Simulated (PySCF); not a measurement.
# C3H6F2O2: the cost of one run

Programs: PySCF 2.14.0, with density-fitted response routines of our own. Each step states its level of theory. These are calculated values for one molecule in the gas phase, unless marked as measured. Atoms are numbered from 0 throughout.

## 1. The molecule as given

13 atoms, charge 0, multiplicity 1; geometry from: GFN2-xTB. The atoms were then displaced at random by about 0.01 Å, so the start is not that level's minimum.

Bonds of the start (Å): C0–O1 1.39, O1–C2 1.36, C2–O3 1.46, O3–C4 1.33, C4–F5 1.35, C4–F6 1.37, C0–H7 1.07, C0–H8 1.12, C0–H9 1.10, C2–H10 1.10, C2–H11 1.10, C4–H12 1.12.

## 2. Relaxing the molecule at PBE0-D3(BJ)/def2-SVP

Job settings and geometry (Å):

```
{"job": {"xc": "PBE0", "basis": "def2-SVP", "d3": "d3bj", "grid": 1, "shake": 0.01, "kind": "geom"}, "charge": 0, "multiplicity": 1}
C     -1.849000     0.164270    -0.168260
O     -0.799190    -0.537960    -0.754360
C      0.091450    -1.028180     0.153440
O      0.916560    -0.000260     0.779780
C      1.667260     0.689630    -0.078140
F      1.974990     1.876170     0.492640
F      2.860980     0.056040    -0.280610
H     -2.443000    -0.454880     0.476880
H     -1.506340     1.050700     0.421360
H     -2.483690     0.531930    -0.992510
H      0.757660    -1.719950    -0.373120
H     -0.365770    -1.535960     1.012150
H      1.183900     0.891570    -1.066570
```

Command:

```sh
> OMP_NUM_THREADS=1 python probes_run.py task.json out
```

The driver reads the jobs from task.json and runs them one after another.

Q: Estimate the wall time and peak memory of this first job on 1 thread of Arm Neoverse V1, shared host.

About 84 s, with a peak of 0.49 GiB.
